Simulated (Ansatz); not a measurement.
# LuHg: the cost of one run

Method: DFT PBEsol, frozen-core PAW and all-electron LAPW, scalar-relativistic unless said, in Ansatz 0.2.0.

**1. The system as given**

It takes space group Pm-3m (No. 221, cubic). Conventional cell: a = 3.607 Å, b = 3.607 Å, c = 3.607 Å, α = 90.00°, β = 90.00°, γ = 90.00°. Lu (site symmetry m-3m) has 8 Hg at 3.12 Å as nearest neighbours. Around Hg (site symmetry m-3m) lie 8 Lu at 3.12 Å.

As a file:

```
Lu Hg
1.0
     3.60700    0.00000    0.00000
     0.00000    3.60700    0.00000
     0.00000    0.00000    3.60700
Lu Hg
1 1
Direct
  0.50000 0.50000 0.50000
  0.00000 0.00000 0.00000
```

Cartesian axes are those of the input's lattice vectors. The structure goes back to a database entry.

**2. Cell and atoms relaxed, PAW**

input.yaml

```yaml
crystal:
  lattice:
    - [3.607, 0.0, 0.0]
    - [0.0, 3.607, 0.0]
    - [0.0, 0.0, 3.607]
  atoms:
    - { symbol: Lu, position: [0.5, 0.5, 0.5] }
    - { symbol: Hg, position: [0.0, 0.0, 0.0] }
kpoints:
  mp_grid: { grid: [12, 12, 12] }
scf:
  occupations: { method: fermi_dirac, width: 0.1 }
hamiltonian:
  xc: pbesol
  pseudopotentials: { kind: paw }
relax:
  f_tol: 0.002
  max_steps: 80
  cell: {}
output:
  forces: true
  stress: true
  write_density: true
  write_potential: true
  elf: true
  volumetric_format: npy
```

Started as:

```bash
$ ansatz run input.yaml --threads 1 --pin off --max-ram 3072MiB --backend cpu --events-out ev --progress --plain --runs-dir out
```

What time and memory should one allow on 1 thread of Arm Neoverse V2, shared host?

About 26 s, with a peak of 0.4 GiB.
